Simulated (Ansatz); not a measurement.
**Ga2Cu: response to strain**

Aim: deform Ga2Cu (zz strain of -2 %) and compute stress, forces and field gradients with LAPW, PAW and all-electron datasets made for the crystal.

Method: DFT PBEsol, scalar-relativistic, in Ansatz 0.2.0.

## Step 1: Starting point

The structure is tetragonal, space group P4/mmm (No. 123). The conventional cell has a = 2.830 Å, b = 2.830 Å, c = 5.839 Å, α = 90.00°, β = 90.00°, γ = 90.00°. Ga (site symmetry 4mm) has 1 Ga at 2.39 Å and 4 Cu at 2.64 Å in its first shell of neighbours. Cu (site symmetry 4/mmm) has 8 Ga at 2.64 Å and 4 Cu at 2.83 Å in its first shell of neighbours.

Coordinates:

```xyz
3
Lattice="2.8300 0.0000 0.0000 0.0000 2.8300 0.0000 0.0000 0.0000 5.8390" Properties=species:S:1:pos:R:3 pbc="T T T"
Ga    1.4150    1.4150    1.7225
Ga    1.4150    1.4150    4.1165
Cu    0.0000    0.0000    0.0000
```

Atoms are numbered in the order of the input: Ga1, Ga2, Cu3.

## Step 2: After the deformation

Space group P4/mmm before, P4/mmm after.

## Step 3: All-electron LAPW

Contents of input.yaml:

```yaml
crystal:
  lattice:
    - [2.83, 0.0, 0.0]
    - [0.0, 2.83, 0.0]
    - [0.0, 0.0, 5.72222]
  atoms:
    - { symbol: Ga, position: [0.5, 0.5, 0.295] }
    - { symbol: Ga, position: [0.5, 0.5, 0.705] }
    - { symbol: Cu, position: [0.0, 0.0, 0.0] }
kpoints:
  mp_grid: { grid: [14, 14, 7] }
  band_path:
    path:
      - [0.0, 0.0, 0.0]
      - [0.0, 0.5, 0.0]
      - [0.5, 0.5, 0.0]
      - [0.0, 0.0, 0.0]
      - [0.0, 0.0, 0.5]
      - [0.0, 0.5, 0.5]
      - [0.5, 0.5, 0.5]
      - [0.0, 0.0, 0.5]
      - [0.0, 0.5, 0.0]
    npoints: 5
scf:
  occupations: { method: fermi_dirac, width: 0.08 }
hamiltonian:
  xc: pbesol
  pseudopotentials: { kind: all_electron, lapw: { basis_error: 0.001 } }
output:
  forces: true
  stress: true
  eigenvalues: true
```

Run with:

```sh
$ ansatz run input.yaml --threads 1 --pin off --max-ram 4096MiB --backend cpu --events-out ev --progress --plain --runs-dir out
```

## Step 4: PAW on the default files

Contents of input.yaml:

```yaml
crystal:
  lattice:
    - [2.83, 0.0, 0.0]
    - [0.0, 2.83, 0.0]
    - [0.0, 0.0, 5.72222]
  atoms:
    - { symbol: Ga, position: [0.5, 0.5, 0.295] }
    - { symbol: Ga, position: [0.5, 0.5, 0.705] }
    - { symbol: Cu, position: [0.0, 0.0, 0.0] }
kpoints:
  mp_grid: { grid: [14, 14, 7] }
scf:
  occupations: { method: fermi_dirac, width: 0.08 }
hamiltonian:
  xc: pbesol
  pseudopotentials: { kind: paw }
output:
  forces: true
  stress: true
  eigenvalues: true
  efg: { contact_densities: true }
```

## Step 5: All-electron PAW on datasets made for the crystal

input.yaml, as its differences from that of step 4:

```diff
@@ -15,3 +15,3 @@
   xc: pbesol
-  pseudopotentials: { kind: paw }
+  pseudopotentials: { kind: all_electron, datasets: crystal }
 output:
```

(Steps that only read results are left out.)

Before running it: what results should come out? Wanted: pressure; largest shear or deviatoric stress.

The runs gave:

```
                                 quantity                                              value
                                 pressure  LAPW -1.59, PAW -1.63, crystal datasets -1.59 GPa
largest shear or deviatoric stress (LAPW)                                           4.80 GPa
```

**Reading.** The largest part of the stress beyond the pressure is 4.80 GPa in size, in the zz component; the atoms are carried along and not relaxed. No run of the undeformed cell stands beside it, so pressure and stress hold what the given cell had before the change, as far as its symmetry allows. PAW: stress within 0.05 GPa of LAPW, forces within 3 meV/Å. Crystal datasets: stress within 0.01 GPa of LAPW, forces within 1 meV/Å.
